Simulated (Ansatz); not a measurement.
**Al3O2: one candidate structure**

Aim: relax Al3O2 from this start, anti-A-type sesquioxide type (P-3m1, No. 164), and see where it ends.

Computed with Ansatz 0.2.0 (DFT r2SCAN, scalar-relativistic, plane waves, PAW, unless a step's input says otherwise).

1 further run of the same task is left out (set aside as unsound or not needed).

### 1 Starting point

It takes space group P-3m1 (No. 164, trigonal). Conventional cell: a = 3.522 Å, b = 3.522 Å, c = 5.480 Å, α = 90.00°, β = 90.00°, γ = 120.00°. Al (site symmetry -3m) has 6 O at 2.44 Å as nearest neighbours. Around Al (site symmetry 3m) lie 4 O at 2.12 to 2.19 Å. Around O (site symmetry 3m) lie 7 Al at 2.12 to 2.44 Å.

Coordinates:

```
CELL_PARAMETERS angstrom
3.52191 0.00000 0.00000
-1.76095 3.05006 0.00000
0.00000 0.00000 5.47951
ATOMIC_POSITIONS crystal
Al 0.00000 0.00000 0.00000
Al 0.33333 0.66667 0.64500
Al 0.66667 0.33333 0.35500
O 0.33333 0.66667 0.24500
O 0.66667 0.33333 0.75500
```

(A quick probe on a coarse mesh, which set the mesh and smearing, is not shown.)

### 3 Rough relaxation on the coarse mesh

Input file input.yaml:

```yaml
crystal:
  lattice:
    - [3.5219054471, 0.0, 0.0]
    - [-1.7609527235, 3.0500595869, 0.0]
    - [0.0, 0.0, 5.4795127895]
  atoms:
    - { symbol: Al, position: [0.0, 0.0, 0.0] }
    - { symbol: Al, position: [0.3333333333, 0.6666666667, 0.645] }
    - { symbol: Al, position: [0.6666666667, 0.3333333333, 0.355] }
    - { symbol: O, position: [0.3333333333, 0.6666666667, 0.245] }
    - { symbol: O, position: [0.6666666667, 0.3333333333, 0.755] }
basis:
  ecutwfc: 500
kpoints:
  mp_grid: { grid: [6, 6, 4] }
hamiltonian:
  xc: r2scan
scf:
  occupations: { method: gaussian, width: 0.1 }
  lower_state_search: "off"
output:
  forces: true
  stress: true
  eigenvalues: true
relax:
  adjacent_minimum: "off"
  f_tol: 0.04
  max_steps: 70
  cell: { stress_tol: 0.4 }
```

Launch:

```console
> ansatz run input.yaml --threads 1 --pin off --max-ram 2560MiB --backend cpu --events-out ev --progress --plain --runs-dir out
```

Further runs follow: relaxing cell and atoms.

**Question.** What will these runs give?

As calculated:

Formation energies count from the elements, computed with the same settings in runs not shown here.

| quantity | value |
| --- | --- |
| cell | a = 2.906 Å, b = 2.906 Å, c = 8.748 Å, α = 90.00°, β = 90.00°, γ = 120.00° |
| space group | P-3m1 (No. 164) |
| volume | 12.79 Å³/atom |
| gap on the mesh | none (metal) |
| formation energy from the elements | -1.921 eV/atom |

In words: The space group stayed P-3m1, and from the first guess the volume went from 11.77 to 12.79 Å³/atom. With -1.92 eV/atom it lies under the elements, which doesn't yet make it stable against other compounds of them. The final runs have no spin polarisation, so no magnetic state was tried and one may lie lower.
